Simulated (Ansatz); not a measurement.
**WS2: the band gap up the ladder of functionals**

One table from this session's results is given with a row withheld; the runs are named, their logs left out.

Program: Ansatz 0.2.0. PAW datasets, plane waves. (Simulation; spin polarisation is off.)

## The structure to begin with

The cell was relaxed beforehand with r2SCAN+rVV10.

The symmetry is P6_3/mmc (No. 194, hexagonal); conventional cell a = 3.170 Å, c = 12.491 Å, 18.12 Å³ an atom. Around W lie 6 S at 2.41 Å; around S lie 3 W at 2.41 Å.

Coordinates:

```cif
data_structure
_symmetry_space_group_name_H-M 'P 1'
_symmetry_Int_Tables_number 1
_cell_length_a 3.1699
_cell_length_b 3.1699
_cell_length_c 12.4911
_cell_angle_alpha 90.000
_cell_angle_beta 90.000
_cell_angle_gamma 120.000
_cell_volume 108.70
loop_
_atom_site_label
_atom_site_type_symbol
_atom_site_fract_x
_atom_site_fract_y
_atom_site_fract_z
_atom_site_occupancy
W1 W 0.33333 0.66667 0.25000 1
W2 W 0.66667 0.33333 0.75000 1
S1 S 0.66667 0.33333 0.37511 1
S2 S 0.66667 0.33333 0.12489 1
S3 S 0.33333 0.66667 0.87511 1
S4 S 0.33333 0.66667 0.62489 1
```

The first run:

input.yaml

```yaml
crystal:
  lattice:
    - [3.1699463526, 0.0, 0.0]
    - [-1.5849731763, 2.74525407, 0.0]
    - [0.0, 0.0, 12.4910704373]
  atoms:
    - { symbol: W, position: [0.3333333333, 0.6666666667, 0.25] }
    - { symbol: W, position: [0.6666666667, 0.3333333333, 0.75] }
    - { symbol: S, position: [0.6666666667, 0.3333333333, 0.3751079149] }
    - { symbol: S, position: [0.6666666667, 0.3333333333, 0.1248920851] }
    - { symbol: S, position: [0.3333333333, 0.6666666667, 0.8751079149] }
    - { symbol: S, position: [0.3333333333, 0.6666666667, 0.6248920851] }
kpoints:
  mp_grid: { grid: [12, 12, 2] }
  band_path:
    path:
      - [[0.0, 0.0, 0.0], [0.5, 4.845151857137e-17, 0.0], [0.3333333333333, 0.3333333333333, 0.0], [0.0, 0.0, 0.0], [0.0, 0.0, 0.5], [0.5, 4.845151857137e-17, 0.5], [0.3333333333333, 0.3333333333333, 0.5], [0.0, 0.0, 0.5]]
      - [[0.5, 4.845151857137e-17, 0.5], [0.5, 4.845151857137e-17, 0.0]]
      - [[0.3333333333333, 0.3333333333333, 0.5], [0.3333333333333, 0.3333333333333, 0.0]]
    npoints: 10
hamiltonian:
  xc: pbe
scf:
  occupations: { method: fermi_dirac, width: 0.02 }
  n_extra_bands: 5
output:
  forces: true
  stress: true
  eigenvalues: true
  write_density: true
  write_potential: true
  elf: true
  volumetric_format: npy
```

Started as:

```
> ansatz run input.yaml --threads 4 --pin off --max-ram 7372MiB --backend cpu --events-out ev --progress --plain --runs-dir out
```

Steps of the session up to this table: PBE bands along the symmetry lines; r2SCAN; HSE06 at the same geometry; PBE+SOC; PBE0 at the same geometry; Single point with LDA; Single point with DDH-PBE0; LC-ωPBE at the same geometry.

One of the session's tables, all rows but one given; the rest of the session is left out.

```
   level  gap (eV)
     PBE      1.05
  r2SCAN      1.15
   HSE06         ?
 PBE+SOC      0.99
    PBE0      2.23
     LDA      0.96
DDH-PBE0      1.46
 LC-ωPBE      5.47
```

Estimate the missing values for HSE06.

The run gave: gap (eV): 1.57. In the column «gap (eV)» it lies between DDH-PBE0 (1.46) and PBE0 (2.23).

Meshes: PBE 12×12×2, r2SCAN 12×12×2, HSE06 6×6×2, PBE+SOC 12×12×2, PBE0 6×6×2, LDA 12×12×2, DDH-PBE0 6×6×2, LC-ωPBE 6×6×2.

What this shows: The gap runs from 0.96 eV (LDA) to 5.47 eV (LC-ωPBE). Against HSE06, PBE is short by 0.52 eV, at 67 % of it, and r2SCAN 73 %. PBE0 lies 0.66 eV above HSE06, which differs from it by screening the long-range exchange.

Limits of these values: Warnings in the runs' records: stress exchange threshold loose, stress scf threshold loose.
